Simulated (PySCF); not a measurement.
# C2H4BF3O2: the cost of one run

The runs use PySCF 2.14.0, with density-fitted response routines of our own; the level of theory stands in each step. All values are computed, except where a source is named. Atoms count from 0, in the outputs and in this text.

## 1. The molecule as given

12 atoms, charge 0, multiplicity 1; geometry from: GFN2-xTB.

Bonds of the start (Å): C0–O1 1.41, O1–B2 1.32, B2–O3 1.39, O3–C4 1.31, C4–F5 1.34, C4–F6 1.34, C4–F7 1.34, C0–H8 1.09, C0–H9 1.09, C0–H10 1.09, B2–H11 1.17.

## 2. Excited states and response: PBE0/def2-SVPD

What the job is given:

```
{"job": {"kind": "uv", "xc": "PBE0", "basis": "def2-SVPD", "nstates": 8, "ntriplets": 3}, "charge": 0, "multiplicity": 1}
C      2.046713    -0.123198    -0.294312
O      0.657038    -0.082805    -0.067284
B      0.052833     0.476015     0.964944
O     -1.334641     0.421302     1.026179
C     -2.065703    -0.157058     0.101205
F     -1.930900     0.385483    -1.119258
F     -1.819218    -1.467893    -0.050341
F     -3.361365    -0.057155     0.409338
H      2.240786     0.289782    -1.285509
H      2.592494     0.448480     0.459122
H      2.369088    -1.165711    -0.270611
H      0.554074     1.032072     1.865219
```

With the program's defaults for keys left out, this is: TDDFT PBE0/def2-SVPD, vertical, gas phase, core orbitals frozen in the response.

Launch:

```
$ OMP_NUM_THREADS=1 python probes_run.py task.json out
```

The driver reads the jobs from task.json and runs them one after another.

Q: Estimate the wall time and peak memory of this job on 1 thread of Arm Neoverse N1, shared host.

About 64 s, with a peak of 0.86 GiB.
